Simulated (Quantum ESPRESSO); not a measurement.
This Quantum ESPRESSO 7.5 run on Be5I2 needs a look.

File pw.in:

```
&CONTROL
  calculation = 'scf'
  prefix = 'pwscf'
  outdir = './tmp'
  pseudo_dir = './pseudo'
  tprnfor = .true.
  tstress = .true.
  disk_io = 'low'
/
&SYSTEM
  ibrav = 0
  nat = 7
  ntyp = 2
  ecutwfc = 45
  ecutrho = 360
  nbnd = 25
  input_dft = 'pbe'
  occupations = 'smearing'
  smearing = 'mv'
  degauss = 0.01469973
/
&ELECTRONS
  conv_thr = 1.4d-09
  electron_maxstep = 60
  mixing_beta = 0.5
/
ATOMIC_SPECIES
Be     9.0122 X.missing.UPF
I    126.9045 i_pbesol_v1.uspp.F.UPF
CELL_PARAMETERS angstrom
   6.0169281900   -1.7891036000    0.0000000000
   6.0169281900    1.7891036000    0.0000000000
  -5.3197127400    0.0000000000    6.9551805900
ATOMIC_POSITIONS crystal
Be     0.5814553100    0.5814553100    0.3737473600
Be     0.4185446900    0.4185446900    0.6262526400
Be     0.0000000000    0.0000000000    0.5000000000
Be     0.1814781000    0.1814781000    0.0999316700
Be     0.8185219000    0.8185219000    0.9000683300
I      0.3704955400    0.3704955400    0.0981059800
I      0.6295044600    0.6295044600    0.9018940200
K_POINTS automatic
8 8 4 0 0 0
```

Potentials or basis: GBRV 1.5 PBEsol.

The run is started by

```bash
$ OMP_NUM_THREADS=1 pw.x -in pw.in > pw.out
```

pw.out:

```text
This program is part of the open-source Quantum ESPRESSO suite
     for quantum simulation of materials; please cite
         "P. Giannozzi et al., J. Phys.:Condens. Matter 21 395502 (2009);
         "P. Giannozzi et al., J. Phys.:Condens. Matter 29 465901 (2017);
         "P. Giannozzi et al., J. Chem. Phys. 152 154105 (2020);
     in publications or presentations arising from this work. More details at

 %%%%%%%%%%%%%%%%%%%%%%%%%%%%%%%%%%%%%%%%%%%%%%%%%%%%%%%%%%%%%%%%%%%%%%%%%%%%%%
     Error in routine readpp (1):
     file ./pseudo/X.missing.UPF not found
 %%%%%%%%%%%%%%%%%%%%%%%%%%%%%%%%%%%%%%%%%%%%%%%%%%%%%%%%%%%%%%%%%%%%%%%%%%%%%%

     stopping ...
```

Task: Diagnose the run.

Result: The program refused the input. The input holds a flaw that was put in on purpose: missing potential file.
